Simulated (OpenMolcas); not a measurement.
# MP2/def2-TZVPPD run of BH3Br− (SMILES [H][B-]([H])([H])Br)

What is the energy difference between two shapes of BH3Br− at MP2/def2-TZVPPD? 

The results are computed with OpenMolcas 26.06.

10 further runs of the same task are left out: 10 set aside as unsound or not needed.

### 1 The molecule

BH3Br−: 5 atoms, total charge -1, spin state singlet. SMILES: `[H][B-]([H])([H])Br`. The shape is that of a GFN2-xTB optimisation.

Bond lengths: B1–Br2 2.028 Å, B1–H3 1.211 Å, B1–H4 1.212 Å, B1–H5 1.211 Å. Angles: Br2–B1–H3 107.5°, Br2–B1–H4 107.6°, Br2–B1–H5 107.8°, H3–B1–H4 111.2°, H3–B1–H5 111.1°, H4–B1–H5 111.3°.

### 2 The energy at MP2/def2-TZVPPD

Contents of calc.inp:

```
&gateway
  baslib=$CurrDir
  coord
  5
  angstrom
  B       -0.002450       0.001710      -0.185070
  Br       0.015160      -0.019850       1.842860
  H        1.149500       0.010510      -0.559790
  H       -0.585750       1.003800      -0.536400
  H       -0.576460      -0.996180      -0.561610
  basis=def2-TZVPPD
  group=NoSym

&seward

&scf
  charge=-1
  prorbitals=1

&mbpt2
  frozen=10
```

The basis set def2-TZVPPD is read from a file made from the Basis Set Exchange's data (not shown).

Launch:

```sh
$ export MOLCAS_MEM=1860
$ pymolcas calc.inp > calc.log
```

Output:

```text
--- Start Module: gateway ---
[...]
--- Stop Module: gateway /rc=_RC_ALL_IS_WELL_ ---
[...]
      Basis functions          145
[...]
--- Start Module: scf ---
[...]
       Convergence after  13 Iterations
[...]
::    Total SCF energy                              -2598.9051841062
[...]
      Total spin, S                                     0.0000000000
[...]
      Total electronic charge=   44.000000
      Total            charge=   -1.000000
[...]
      Dipole Moment (debye):
      Origin of the operator (angstrom)=    0.0124   -0.0165    1.5247
                   X=  3.1504E-02               Y= -4.2080E-02               Z=  3.8686E+00           Total=  3.8690E+00
      Center of Charge (angstrom)
[...]
--- Stop Module: scf /rc=_RC_ALL_IS_WELL_ ---
[...]
--- Start Module: mbpt2 ---
[...]
WARNING!
Default frozen orbitals as non valence orbitals is overwritten by user input.
Default values:  15
[...]
       Reference weight ( Cref**2 )         =        0.88074
::    Total MBPT2 energy                            -2599.3335514252
[...]
      Total MBPT2 calculations                           1.54      1.70
--- Stop Module: mbpt2 /rc=_RC_ALL_IS_WELL_ ---
[...]
```

Run time: 35 s. Hardware: 1 thread of Arm Neoverse V1, shared host; peak memory 1.2 GiB.

### 3 The distorted shape

Contents of calc.input:

```
&GATEWAY
BASLIB
$CurrDir
COORD
5
angstrom
B        0.005200      -0.008388      -0.167395
Br       0.002373      -0.033037       1.824601
H        1.122718       0.032203      -0.579396
H       -0.574355       1.006290      -0.541925
H       -0.575590      -1.014667      -0.562635
BASIS
def2-TZVPPD
GROUP
NoSym
&SEWARD
&SCF
CHARGE
-1
PRORBITALS
1
&MBPT2
FROZEN
10
```

The basis set def2-TZVPPD is read from a file made from the Basis Set Exchange's data (not shown).

Launch:

```sh
$ export MOLCAS_MEM=1860
$ pymolcas calc.input > calc.log
```

Output:

```text
--- Start Module: gateway ---
[...]
--- Stop Module: gateway /rc=_RC_ALL_IS_WELL_ ---
[...]
      Basis functions          145
[...]
--- Start Module: scf ---
[...]
       Convergence after  13 Iterations
[...]
::    Total SCF energy                              -2598.9021668722
[...]
      Total spin, S                                     0.0000000000
[...]
      Total electronic charge=   44.000000
      Total            charge=   -1.000000
[...]
      Dipole Moment (debye):
      Origin of the operator (angstrom)=    0.0023   -0.0288    1.5111
                   X=  8.7510E-02               Y= -7.0649E-02               Z=  4.0505E+00           Total=  4.0521E+00
      Center of Charge (angstrom)
[...]
--- Stop Module: scf /rc=_RC_ALL_IS_WELL_ ---
[...]
--- Start Module: mbpt2 ---
[...]
WARNING!
Default frozen orbitals as non valence orbitals is overwritten by user input.
Default values:  15
[...]
       Reference weight ( Cref**2 )         =        0.88067
::    Total MBPT2 energy                            -2599.3314282933
[...]
      Total MBPT2 calculations                           1.52      1.73
--- Stop Module: mbpt2 /rc=_RC_ALL_IS_WELL_ ---
[...]
```

It took 35 s on 1 thread of Arm Neoverse V1, shared host; peak memory 1.2 GiB.

### 4 Results

Level: MP2/def2-TZVPPD, 10 core orbitals frozen.

| quantity | value |
| --- | --- |
| first shape: total energy | -2599.33355 Eh |
| first shape: HOMO energy (Hartree–Fock orbitals) | -4.76 eV |
| first shape: LUMO energy (Hartree–Fock orbitals) | 4.46 eV |
| first shape: HOMO–LUMO gap (to an unbound level, set by the basis) | 9.22 eV |
| first shape: correlation energy (10 core orbitals frozen) | -428.4 mEh |
| distorted shape: total energy | -2599.33143 Eh |
| distorted shape: HOMO energy (Hartree–Fock orbitals) | -4.69 eV |
| distorted shape: LUMO energy (Hartree–Fock orbitals) | 4.44 eV |
| distorted shape: HOMO–LUMO gap (to an unbound level, set by the basis) | 9.13 eV |
| distorted shape: correlation energy (10 core orbitals frozen) | -429.3 mEh |
| energy change with the atoms displaced | 0.058 eV |

With the atoms displaced the energy rises by 0.06 eV (5.6 kJ/mol). The first shape isn't relaxed at this level, so the change isn't measured from a minimum. Mulliken charges (first shape) of the mean-field density run from -0.53 on Br2 to -0.10 on H3; in a basis this large or diffuse they mean little. Mulliken charges (distorted shape) of the mean-field density run from -0.52 on Br2 to -0.09 on H3; in a basis this large or diffuse they mean little.
